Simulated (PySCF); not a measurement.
# C2H4O2Si: the cost of one run

The runs use PySCF 2.14.0, with density-fitted response routines of our own; the level of theory stands in each step. All values are computed, except where a source is named. Atoms are numbered from 0 throughout.

## 1. Starting geometry

9 atoms, charge 0, multiplicity 1; geometry from: GFN2-xTB. The atoms were then displaced at random by about 0.01 Å, so the start is not that level's minimum.

Bonds of the start (Å): O0–C1 1.21, C1–Si2 1.92, Si2–C3 1.97, C3–O4 1.19, C1–H5 1.11, Si2–H6 1.45, Si2–H7 1.46, C3–H8 1.12.

## 2. Relaxing the molecule at PBE0-D3(BJ)/def2-SVP

Job settings and geometry (Å):

```
{"job": {"xc": "PBE0", "basis": "def2-SVP", "d3": "d3bj", "grid": 1, "shake": 0.01, "kind": "geom"}, "charge": 0, "multiplicity": 1}
O     -1.769180    -1.299910     0.908780
C     -1.404400    -0.685150    -0.068350
Si    -0.168860     0.778690     0.014890
C      1.587960    -0.111280     0.015600
O      2.291730    -0.159210    -0.939150
H     -1.753030    -0.989890    -1.075040
H     -0.291400     1.607440    -1.166280
H     -0.276170     1.471200     1.298470
H      1.841170    -0.629040     0.977350
```

The run is started by

```bash
$ OMP_NUM_THREADS=1 python probes_run.py task.json out
```

One launch serves the whole session: the jobs run in the order shown.

**Question.** How long does this first job take on 1 thread of Arm Neoverse V2, shared host, and how much memory does it need?

About 29 s, with a peak of 0.39 GiB.
